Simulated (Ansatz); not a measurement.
Sheet: Co, a sheet with vacuum.

```
Co
1.0
     2.34715    0.00000    0.00000
    -1.17358    2.03269    0.00000
     0.00000    0.00000   23.80000
Co
1
Cartesian
  0.0000 0.0000 7.0001
```

The cell was built by a generator and needn't be a form met in nature.

A run of Ansatz 0.2.0 on this cell left the log below. Logs are shortened: lines on timing, memory, paths and dates and some standing lists are left out, and cuts for length are marked.

```text
Warning: RAYON_NUM_THREADS=2 ignored (pool sized by the plan → 2); use --threads N
LAPW: plane waves up to 9.268 Å⁻¹, error target 2.0e-3 eV per atom; small_component_spin mean_spin; Co in spheres of 1.174 Å, 17 of its electrons in bands, Dirac shells [] (how accurate: hamiltonian.pseudopotentials.lapw.basis_error, Limitations)
Engine: ansatz 0.2.0, x86_64-unknown-linux-gnu
Pseudopotentials: kind: all_electron
Pseudopotential: Co, LAPW, valence charge 17, lapw/all_electron/scalar/gaussian/Co, Koelling and Harmon's equation, gaussian nucleus
Functional definition: PBEsol
  exchange = pbesol_x
  correlation = pbesol_c
Crystal: 1 atoms, lattice volume = 113.550 Å³
Basis set: ecut = 327.26838795593216 eV, 1529 PW (Γ), exchange–correlation at level 2
Bands: 14, of which v1, the nominal top of the filled ones, is band 9 counted from 1 (8 counted from 0)
Symmetry: 24 space group operations
Space group: P6/mmm (ITA 191), of the structure as read, at distance tolerance 4.8e-5 Å
Magnetic group: BNS 191.233 (UNI 1463), of the structure as read, at distance tolerance 4.8e-5 Å
k-points: 21 of 169
Non-local potential: Co, projectors of the file, none
Initial density: superposition of atomic densities (neutral atoms: chi_scale 0, normalization atom)
Starting moments: Σ|m| = 2 μB on 1 of 1 site
Initial wavefunctions: plane waves of lowest kinetic energy (no species holds an atomic orbital)
Functional: x = pbesol(κ = 0.804, μ = 0.12345679012345678), c = pbesol(β = 0.046)
iter 1 solved again at ethr=5.38e-3 eV; its pass at ethr=1.00e-1 eV (dr2=9.14e-1 eV) is discarded
SCF iter   1: F=—  HF=-37883.123993 eV  |F-HF|=—  |Δ(HF+E_count)|=         —  Δρ=1.17e-2 (↑5.90e-3 ↓1.17e-2)  dr2=9.12e-1  dr2_m=1.74e-2  M=1.904 μB ∫|m|=1.925 μB  β_m=0.30  ethr=5.38e-3  ⟨swp⟩=2.7  Hψ=3989  notcnv=0
Mixer restart at iter 1: flushing history
preconditioner: auto → LDOS  [metal: Δε(μ)=0.019 eV  Ē_g=10.271 eV  σ=0.050 eV  W_gap=0.10  n_scr=14 (ndim 8)  ℏωp=10.5 eV  f_vac=0.803  D(μ)=2.07/eV (n_scr^D=12)]
[... 12 lines left out ...]
iter 10 met the thresholds in force, and the SCF goes on: an eigenvalue changes by 4.28 meV, over its tolerance of 0.50 meV (output.eigenvalues, Limitations)
SCF iter  10: F=-37882.810391 eV  HF=-37882.810391 eV  |F-HF|=1.56e-9  |Δ(HF+E_count)|=  6.55e-10  Δρ=5.15e-7 (↑2.74e-7 ↓5.15e-7)  dr2=5.81e-10  dr2_m=4.36e-11  M=1.722 μB ∫|m|=1.930 μB  β_m=1.00  ethr=2.89e-11  ⟨swp⟩=2.6  Hψ=1567  notcnv=0
Mixer restart at iter 10: flushing history
SCF iter  11: F=-37882.810391 eV  HF=-37882.810391 eV  |F-HF|=1.18e-8  |Δ(HF+E_count)|=   2.79e-9  Δρ=4.89e-7 (↑3.99e-7 ↓4.89e-7)  dr2=1.47e-9  dr2_m=3.97e-12  M=1.722 μB ∫|m|=1.930 μB  ethr=3.42e-12  ⟨swp⟩=3.0  Hψ=1731  notcnv=0
SCF 1 converged in 11 iterations: F = -37882.810391 eV  dr2 = 1.47e-9
SCF converged after 11 iterations
an eigenvalue changed by more than its tolerance at an iteration that met the thresholds in force, so the SCF went on 2 times, its first undamped step at iteration 10: the last check found none over its tolerance
Magnetization: 1.7215 μB (9.3608 up, 7.6392 down)
Absolute magnetization: 1.9300 μB (∫|ρ↑−ρ↓|)
Spin contamination: 0.0527 ħ² per cell (⟨S²⟩ above its minimum at these occupations)
Per-site moments (μB) at R_I (Å): [(1.8073265319970098, 1.1735745418537593)]
Free energy (F): -37882.810391 eV
Harris-Foulkes:  -37882.810391 eV  (|F-HF|=1.18e-8)
Internal energy: -37882.795895 eV  (E = F + TS)
E sigma→0 (E₀):  -37882.803143 eV
Entropy (-TS):   -0.014496 eV (-14.496 meV/atom)
Fermi energy:    -5.316905 eV
--- Per-component energies (eV) ---
  E_band       = -648.517201
  E_kinetic    = 38440.785746
  E_xc         = -1589.091544
  E_electrostatic = -74734.490097  (all electrons and nuclei)
  E_smearing   = -0.014496  (= −TS)
  E_closure    = 0.000000  (closes the sum)
  E_atoms      = -37875.439365  (free atoms, spherical and without spin; not in F)
  Σ components = -37882.810391   (vs F -37882.810391, Δ=0.00e0)
  Basis errors (estimates in eV, not in F): energy 9.1e-4 per atom: plane waves 8.6e-4 (5.3e-4 summed), levels above the bands 7.8e-58, relativity 2.8e-8, radial functions 5.6e-5, core shells 7.7e-9; eigenvalues (radial functions only) 3.0e-6; not estimated: angular momenta, meshes, grids; target (lapw.basis_error) 2.0e-3; muffin-tin radii Co 1.174 Å
--- Forces (eV/Å), atoms counted from 1 ---
  atom   1  Co    -0.00000000     0.00000000     0.00000000
  max |Σ_I F_I| component: 5.26e-31 eV/Å
--- 2D stress c σ (N/m, compression-positive) ---
       -2.797799       0.000000       0.000000
        0.000000      -2.797799       0.000000
        0.000000       0.000000       0.000000
  P = ½ c Tr σ = -2.7978 N/m
--- Band table (eV; the first three rows and the last of 42) ---
  k-point 0 ↑: bands = ["-101.1567", "-64.6909", "-64.2341", "-64.2341", "-11.8296", "-8.1989", "-7.7783", "-7.7783", "-6.4715", "-6.4715", "-5.0526", "-0.3521", "0.1072", "0.7595"]
  k-point 1 ↑: bands = ["-101.1524", "-64.6875", "-64.2596", "-64.2401", "-11.5858", "-8.1220", "-7.8650", "-7.6603", "-6.8427", "-6.4957", "-4.5471", "-0.1469", "0.3293", "0.9698"]
  k-point 2 ↑: bands = ["-101.1404", "-64.6780", "-64.3301", "-64.2569", "-10.9046", "-8.0584", "-7.9015", "-7.4482", "-7.3250", "-6.5627", "-3.5169", "0.4692", "0.9917", "1.6012"]
  k-point 20 ↓: bands = ["-98.9251", "-62.6238", "-62.5528", "-62.2688", "-7.1807", "-6.6832", "-6.5648", "-6.0666", "-4.9753", "1.7654", "4.3745", "5.7691", "6.2214", "8.9940"]
  the weakly bound empty levels are not read free of the cell's end (augmented_plane_waves)
```

Question: Write the input and the command behind it.

Answer: Work function with PBEsol, collinear spin, ferromagnetic start. The files as run (others can give the same):

input.yaml
```yaml
crystal:
  lattice:
    - [2.34715, 0.0, 0.0]
    - [-1.17358, 2.03269, 0.0]
    - [0.0, 0.0, 23.8]
  atoms:
    - { symbol: Co, position: [0.0, 0.0, 0.29412], spin: 2.0 }
  periodic: [true, true, false]
kpoints:
  mp_grid: { grid: [13, 13, 1] }
scf:
  occupations: { method: fermi_dirac, width: 0.05 }
hamiltonian:
  xc: pbesol
  pseudopotentials: { kind: all_electron, lapw: { basis_error: 0.002 } }
magnetization:
  spin_polarized: true
output:
  forces: true
  stress: true
  eigenvalues: true
```

Potentials or basis: all-electron LAPW, scalar-relativistic.
The run is started by
```sh
$ ansatz run input.yaml --threads 2 --pin off --max-ram 8192MiB --backend cpu --events-out ev --progress --plain --runs-dir out
```
